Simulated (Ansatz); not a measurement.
# MnSnO4: from a guess to a relaxed structure

Where does this trial cell of MnSnO4 go when cell and atoms are let free?

Program: Ansatz 0.2.0. Level of theory: DFT PBE, scalar-relativistic, plane waves, PAW. These are calculated values, not measurements.

### Step 1. The starting structure

It takes space group P4/mmm (No. 123, tetragonal). The conventional cell has a = 4.059 Å, b = 4.059 Å, c = 6.549 Å, α = 90.00°, β = 90.00°, γ = 90.00°. Mn (site symmetry 4/mmm) is surrounded by 6 O at 2.03 to 2.05 Å. Around Sn (site symmetry 4/mmm) lie 8 O at 3.12 Å. Around O (site symmetry 4mm) lie 1 Mn at 2.05 Å. Around O (site symmetry mmm) lie 2 Mn at 2.03 Å.

As a file:

```cif
data_structure
_symmetry_space_group_name_H-M 'P4/mmm'
_symmetry_Int_Tables_number 123
_cell_length_a 4.0590
_cell_length_b 4.0590
_cell_length_c 6.5495
_cell_angle_alpha 90.000
_cell_angle_beta 90.000
_cell_angle_gamma 90.000
_cell_volume 107.91
loop_
_atom_site_label
_atom_site_type_symbol
_atom_site_symmetry_multiplicity
_atom_site_Wyckoff_symbol
_atom_site_fract_x
_atom_site_fract_y
_atom_site_fract_z
_atom_site_occupancy
Mn1 Mn 1 a 0.00000 0.00000 0.00000 1
Sn1 Sn 1 d 0.50000 0.50000 0.50000 1
O1 O 2 g 0.00000 0.00000 0.68700 1
O2 O 2 f 0.50000 0.00000 0.00000 1
```

A structure generator made this guess: perovskite family, Dion-Jacobson layers, n = 1 (P4/mmm, No. 123). Lengths come from tabulated atomic sizes and are only a guess.

### Step 2. A first look at the guess

Input file input.yaml:

```yaml
crystal:
  lattice:
    - [4.059, 0.0, 0.0]
    - [0.0, 4.059, 0.0]
    - [0.0, 0.0, 6.54948974]
  atoms:
    - { symbol: Mn, position: [0.0, 0.0, 0.0], spin: 4.0 }
    - { symbol: Sn, position: [0.5, 0.5, 0.5] }
    - { symbol: O, position: [0.0, 0.0, 0.68699852] }
    - { symbol: O, position: [0.5, 0.0, 0.0] }
    - { symbol: O, position: [0.0, 0.5, 0.0] }
    - { symbol: O, position: [0.0, 0.0, 0.31300148] }
basis:
  ecutwfc: 420
kpoints:
  mp_grid: { grid: [4, 4, 4] }
hamiltonian:
  xc: pbe
scf:
  occupations: { method: gaussian, width: 0.1 }
  lower_state_search: "off"
output:
  forces: true
  stress: true
  eigenvalues: true
  populations: true
magnetization:
  spin_polarized: true
```

Command:

```bash
ansatz run input.yaml --threads 1 --pin off --max-ram 2560MiB --backend cpu --events-out ev --progress --plain --runs-dir out
```

The session goes on with these runs: coarse relaxation; full relaxation.

Before running it: what results should come out? Wanted: conventional cell; volume; energy over the elements; gap on the mesh.

**Answer**, as computed:

| quantity | value |
| --- | --- |
| symmetry at the end (tolerance 0.05 Å) | space group P4/mmm (No. 123) |
| conventional cell | a = 3.419 Å, b = 3.419 Å, c = 6.333 Å, α = 90.00°, β = 90.00°, γ = 90.00° |
| volume | 12.34 Å³/atom |
| energy over the elements (uncorrected; H, N, O, F and Cl as molecules), grey Sn | -0.86 eV/atom |
| gap on the mesh | none (metal) |

The space group P4/mmm (No. 123) is kept, and the volume per atom shrinks by 31.4 % from the first guess. A negative formation energy is needed for stability but isn't enough; other structures and compounds were not set against it here. No finished test with a distortion of lower symmetry is shown, so the end may be a saddle point. With one magnetic atom in the cell only ferromagnetic order fits, and no U was applied, so an antiferromagnetic state was not tested. Without a U such compounds often come out metallic though many are antiferromagnetic insulators. Other magnetic orders were not searched.
